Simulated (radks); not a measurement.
# The Coulomb parameter U of the 4f shell of Nd⁺

Aim: U as the second difference [E(n + 1) + E(n − 1) − 2E(n)]/1², with all orbitals relaxed. Bare: the atom's charge changes with n. Screened: the 6p shell takes up the change. The start is a model configuration, not necessarily the ground state.

The numbers are computed with radks (a radial shooting solver on a logarithmic mesh, Libxc functionals) version 1 (Dirac Kohn-Sham, BLYP, spin-unpolarised, spherical densities, finite nucleus; open shells are shared between the two j in proportion to 2j + 1), except any that are marked as measured or tabulated.

**1. What is computed**

* element: neodymium (Z = 60)
* charge: +1
* electrons: 59
* configuration: [Xe] 4f3 6s1 6p1
* nuclear rms radius: 4.9123 fm

The outer shells:

Nd⁺
```
[Xe] core
4f [↑ ][↑ ][↑ ][  ][  ][  ][  ]
6s [↑ ]
6p [↑ ][  ][  ]
```

**2. Start: [Xe] 4f3 6s1 6p1**

The run's settings:

```text
Z 60
configuration [Xe] 4f3 6s1 6p1
relativity Dirac
functional b88,lyp
spin unpolarised
j_filling average
nucleus finite rms 4.9123 fm
c 137.035999084
```

**3. Bare +1: [Xe] 4f4 6s1 6p1**

Settings, as their differences from step 2:

```diff
@@ -1,3 +1,3 @@
 Z 60
-configuration [Xe] 4f3 6s1 6p1
+configuration [Xe] 4f4 6s1 6p1
 relativity Dirac
```

**4. Bare -1: [Xe] 4f2 6s1 6p1**

Settings, as their differences from step 3:

```diff
@@ -1,3 +1,3 @@
 Z 60
-configuration [Xe] 4f4 6s1 6p1
+configuration [Xe] 4f2 6s1 6p1
 relativity Dirac
```

**5. Screened +1: [Xe] 4f4 6s1**

Settings, as their differences from step 4:

```diff
@@ -1,3 +1,3 @@
 Z 60
-configuration [Xe] 4f2 6s1 6p1
+configuration [Xe] 4f4 6s1
 relativity Dirac
```

**6. Screened -1: [Xe] 4f2 6s1 6p2**

Settings, as their differences from step 5:

```diff
@@ -1,3 +1,3 @@
 Z 60
-configuration [Xe] 4f4 6s1
+configuration [Xe] 4f2 6s1 6p2
 relativity Dirac
```

What does the calculation give?

The runs gave:

| quantity | value (eV) |
| --- | --- |
| U, bare | 15.251 |
| U, screened by 6p | 8.207 |
| F0(4f,4f), frozen orbitals | 25.636 |

**Reading.** Relaxing the orbitals brings U down to 59 % of the Slater integral F0. Letting 6p compensate leaves 54 % of the bare value; this second difference measures U(4f,4f) + U(6p,6p) − 2U(4f,6p). A solid screens further than the bare atom, so the bare value is an upper guide for the U of a crystal.
